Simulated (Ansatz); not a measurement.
# CH₆BNO₂: a ladder of functionals and wavefunction methods

The task here is to estimate one member of a computed series from the others.

Program: Ansatz 0.2.0, Gaussian basis. Level of theory: functionals in def2-TZVPP, the program's frozen cores in correlated methods. These are calculated values, not measurements.

The runs, in order: LDA (SPW92), PBE-D4, revPBE-D4, BLYP-D4, r2SCAN-D4, B97M-V, PBE0-D4, B3LYP-D4, r2SCANh-D4, r2SCAN0-D4, HSE06-D4, BHLYP-D4, CAM-B3LYP-D4, LC-ωPBE, ωB97X-V, ωB97M-V, B2PLYP, PBE-QIDH; CCSD(T)/def2-SVP; CCSD(T)/def2-TZVPP; MP2/def2-QZVPP; extrapolation to the limit; RPA on PBE.

## Structure used throughout

The geometry comes from an earlier relaxation with PBE0-D4 in a triple-zeta def2 set; it is a stationary point, not always the lowest conformer.

SMILES `COB(N)O`, 11 atoms, charge 0, spin multiplicity 1.

Atoms are counted from 1 here; the program's logs count them from 0.

Bond lengths: C1–O2 1.404 Å, C1–H6 1.096 Å, C1–H7 1.091 Å, C1–H8 1.096 Å, O2–B3 1.375 Å, B3–N4 1.409 Å, B3–O5 1.372 Å, N4–H9 1.002 Å, N4–H10 1.003 Å, O5–H11 0.959 Å. Angles: O2–C1–H6 111.6°, O2–C1–H7 108.2°, O2–C1–H8 111.6°, H6–C1–H7 108.3°, H6–C1–H8 108.8°, H7–C1–H8 108.3°, C1–O2–B3 120.9°, O2–B3–N4 123.5°, O2–B3–O5 117.8°, N4–B3–O5 118.7°, B3–N4–H9 124.3°, B3–N4–H10 121.1°, H9–N4–H10 114.6°, B3–O5–H11 111.1°.

Geometry (Å):

```xyz
11

C     0.71347    0.85163    1.12974
O    -0.44666    0.10246    0.87848
B    -0.64398   -0.50671   -0.33838
N     0.27575   -0.43193   -1.40374
O    -1.80096   -1.22314   -0.51484
H     0.80130    1.70177    0.44305
H     0.65441    1.23863    2.14765
H     1.61690    0.23597    1.04761
H     1.14407    0.06632   -1.36692
H     0.09521   -0.89092   -2.27749
H    -2.34412   -1.20109    0.27544
```

The first run:

Contents of in.yaml:

```yaml
crystal:
  periodic: [false, false, false]
  atoms:
    - {symbol: C, position_ang: [0.713471, 0.851630, 1.129737]}
    - {symbol: O, position_ang: [-0.446658, 0.102459, 0.878476]}
    - {symbol: B, position_ang: [-0.643979, -0.506712, -0.338381]}
    - {symbol: N, position_ang: [0.275755, -0.431926, -1.403742]}
    - {symbol: O, position_ang: [-1.800965, -1.223139, -0.514835]}
    - {symbol: H, position_ang: [0.801303, 1.701772, 0.443054]}
    - {symbol: H, position_ang: [0.654410, 1.238634, 2.147650]}
    - {symbol: H, position_ang: [1.616902, 0.235971, 1.047612]}
    - {symbol: H, position_ang: [1.144072, 0.066322, -1.366916]}
    - {symbol: H, position_ang: [0.095206, -0.890922, -2.277492]}
    - {symbol: H, position_ang: [-2.344119, -1.201090, 0.275439]}
basis:
  gaussian: {orbitals: def2-TZVPP}
hamiltonian: {xc: lda}
output: {orbitals: {seedname: orbitals}}
```

Among the steps run: LDA; PBE-D4 (GGA); revPBE-D4 (GGA); BLYP-D4 (GGA); r2SCAN-D4 (meta-GGA); B97M-V (meta-GGA); PBE0-D4 (hybrid); B3LYP-D4 (hybrid); r2SCANh-D4 (hybrid); r2SCAN0-D4 (hybrid); HSE06-D4 (hybrid); BHLYP-D4 (hybrid); CAM-B3LYP-D4 (range-separated); LC-ωPBE (range-separated); ωB97X-V (range-separated); ωB97M-V (range-separated); B2PLYP (double hybrid); PBE-QIDH (double hybrid).

One table of the session follows, with a row left open; its other results are not shown here.

It belongs to the step «Orbital energies across the functionals». 

```
  functional  HOMO (eV)  LUMO (eV)  gap (eV)
 LDA (SPW92)      -6.27      -0.07      6.19
      PBE-D4      -6.08       0.06      6.14
   revPBE-D4      -6.01       0.14      6.14
     BLYP-D4      -5.97       0.03      5.99
   r2SCAN-D4      -6.40       0.80      7.20
      B97M-V      -6.49       0.24      6.73
     PBE0-D4      -7.57       0.86      8.44
    B3LYP-D4          ?          ?         ?
  r2SCANh-D4      -6.96       1.03      7.99
  r2SCAN0-D4      -7.81       1.34      9.15
    HSE06-D4      -7.16       0.50      7.66
    BHLYP-D4      -8.99       1.42     10.41
CAM-B3LYP-D4      -9.05       1.57     10.62
     LC-ωPBE     -10.46       2.88     13.35
     ωB97X-V     -10.08       2.66     12.74
     ωB97M-V      -9.99       2.18     12.17
```

Estimate the missing values for B3LYP-D4.

Worked estimate for «HOMO (eV)». Against the share of exact exchange, BLYP-D4 (0, -5.97), BHLYP-D4 (0.5, -8.99) give a slope of -6.04 per unit share; at 0.2 the line stands at -7.18.

As computed: HOMO (eV): -7.33; LUMO (eV): 0.51; gap (eV): 7.83. In «HOMO (eV)» the line misses by +0.15.
